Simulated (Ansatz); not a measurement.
**AlGa₂H (triplet): relaxing a cheap start**

Aim: relax a generated start of AlGa₂H (triplet) and see which bonds hold.

Computed with Ansatz 0.2.0, Gaussian basis. Level: UKS PBE0/def2-TZVP.

### Step 1. The starting structure

4 atoms, charge 0, spin multiplicity 3.

Atoms are counted from 1 here; the program's logs count them from 0.

Bond lengths: Al1–Ga2 2.551 Å, Ga2–Ga3 2.744 Å. Angles: Al1–Ga2–Ga3 121.6°.

As a file:

| atom | x (Å) | y (Å) | z (Å) |
| --- | --- | --- | --- |
| Al1 | -2.52523 | 1.43965 | 0.01166 |
| Ga2 | -0.86873 | -0.50048 | -0.01337 |
| Ga3 | 1.84224 | -0.07849 | 0.00846 |
| H4 | 0.25626 | 1.51093 | 0.02774 |

The start was built by rule and, where that kept it together, relaxed with GFN2-xTB. Sticks and bond lists go by distance. No spin-orbit coupling is included. 

### Step 2. Relaxation

in.yaml reads:

```yaml
crystal:
  periodic: [false, false, false]
  atoms:
    - {symbol: Al, position_ang: [-2.525230, 1.439649, 0.011658]}
    - {symbol: Ga, position_ang: [-0.868732, -0.500475, -0.013373]}
    - {symbol: Ga, position_ang: [1.842245, -0.078486, 0.008460]}
    - {symbol: H, position_ang: [0.256260, 1.510931, 0.027744]}
basis:
  gaussian: {orbitals: def2-TZVP}
magnetization: {spin_polarized: true, initial_magnetization: 2}
hamiltonian: {xc: pbe0}
relax: {f_tol: 0.004, max_steps: 80}
```

Launch:

```sh
> ansatz run in.yaml --threads 1 --pin off --events-out ev --progress --plain --max-ram 2176MiB
```

Q: Predict the outcome of this session. Wanted: energy gained; shift from the start; total energy; dipole moment; ⟨S²⟩.

As calculated:

| quantity | value |
| --- | --- |
| steps | 9 |
| energy gained | 0.666 eV |
| shift from the start (rms) | 0.426 Å |
| total energy | -111351.0810 eV |
| dipole moment | 0.59 D |
| ⟨S²⟩ | 2.020 |

What this shows: By distance, Al1–H4, Ga2–H4 formed. Al1–H4 went from 2.782 to 1.921 Å. No vibrations were run, so this is a stationary point, not a proven minimum, and this spin need not be the ground state's.
